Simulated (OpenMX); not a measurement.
BiS in OpenMX: the effect of volume scale

Crystal: BiS.

```
Bi S
1.0
     2.02128    1.16699    3.35446
    -2.02128    1.16699    3.35446
     0.00000   -2.33397    3.35446
Bi S
1 1
Direct
  0.00000 0.00000 0.00000
  0.50000 0.50000 0.50000
```

The cell was built by a generator and needn't be a form met in nature.

Alike in all runs:

```yaml
Program: OpenMX 3.8.5
Task: single point
Functional: PBE
Potentials_or_basis: OpenMX 2013 PBE set, Bi8.0-s3p2d2f1, S7.0-s2p2d1f1, grid cutoff 500 Ry
k_mesh: 7 × 7 × 7
Occupations: fermi-dirac, width 0.05 eV
Spin: no spin polarisation
```

Question: One run gave: pressure 2.3 GPa. Which volume scale did it use?
A. 0.88
B. 0.92
C. 0.96
D. 1
E. 1.04

Answer: C.

```tsv
volume scale	pressure (GPa)
0.88	9.5
0.92	5.7
0.96	2.3
1	-0.5
1.04	-2.5
1.08	-4.2
```

Caveats: the basis of atomic orbitals isn't converged, which shifts pressures, moduli and gaps.
